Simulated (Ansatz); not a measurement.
# FGeHS (SMILES [F][Ge][SH]): one structure at several levels

The task here is to estimate one member of a computed series from the others.

The runs use Ansatz 0.2.0, Gaussian basis; single points in def2-TZVPP.

Correlated methods freeze the cores. Filled d shells of the heavier atoms are correlated.

### Starting geometry

SMILES `[F][Ge][SH]`, 4 atoms, charge 0, spin multiplicity 1.

Atoms are counted from 1 here; the program's logs count them from 0.

Bond lengths: F1–Ge2 1.833 Å, Ge2–S3 2.333 Å, S3–H4 1.441 Å. Angles: F1–Ge2–S3 95.6°, Ge2–S3–H4 98.2°.

Geometry (Å):

```mol
FGeHS
  3D, bonds by distance, orders not assigned

  4  3  0  0  0  0  0  0  0  0999 V2000
   -2.0421    0.5114    0.6701 F   0  0
   -0.3719    0.0439    1.2630 Ge  0  0
    0.5986   -0.0665   -0.8554 S   0  0
    1.9500   -0.3561   -0.4471 H   0  0
  1  2  8  0
  2  3  8  0
  3  4  8  0
M  END
```

Set-up of the first run:

File run/in.yaml:

```yaml
crystal:
  periodic: [false, false, false]
  atoms:
    - {symbol: F, position_ang: [-2.042100, 0.511400, 0.670100]}
    - {symbol: Ge, position_ang: [-0.371900, 0.043900, 1.263000]}
    - {symbol: S, position_ang: [0.598600, -0.066500, -0.855400]}
    - {symbol: H, position_ang: [1.950000, -0.356100, -0.447100]}
basis:
  gaussian: {orbitals: def2-TZVPP}
correlation: {method: ccsd_t}
output: {forces: true}
```

No record of the launch command was kept for these runs.

Steps of the session up to this table: CCSD(T)/def2-TZVPP; PBE0-D4/def2-TZVPP; wB97M-V/def2-TZVPP; r2SCAN-D4/def2-TZVPP; PBE-D4/def2-TZVPP; r2SCANh-D4/def2-TZVPP; revPBE-D4/def2-TZVPP.

One of the session's tables, all rows but one given; the rest of the session is left out.

| method | RMS force component (eV/Å) | angle to CCSD(T) forces (°) | dipole (D) |
| --- | --- | --- | --- |
| CCSD(T) | 1.069 | reference | 2.97 |
| PBE0-D4 | ? | ? | ? |
| wB97M-V | 1.049 | 3.0 | 3.10 |
| r2SCAN-D4 | 0.995 | 2.0 | 2.92 |
| PBE-D4 | 0.765 | 11.6 | 2.84 |
| r2SCANh-D4 | 1.068 | 0.7 | 3.00 |
| revPBE-D4 | 0.727 | 16.2 | 2.80 |

Estimate the missing values for PBE0-D4.

The run gave: RMS force component (eV/Å): 1.029; angle to CCSD(T) forces (°): 1.9; dipole (D): 3.06. In the column «RMS force component (eV/Å)» it lies between r2SCAN-D4 (0.995) and wB97M-V (1.049).
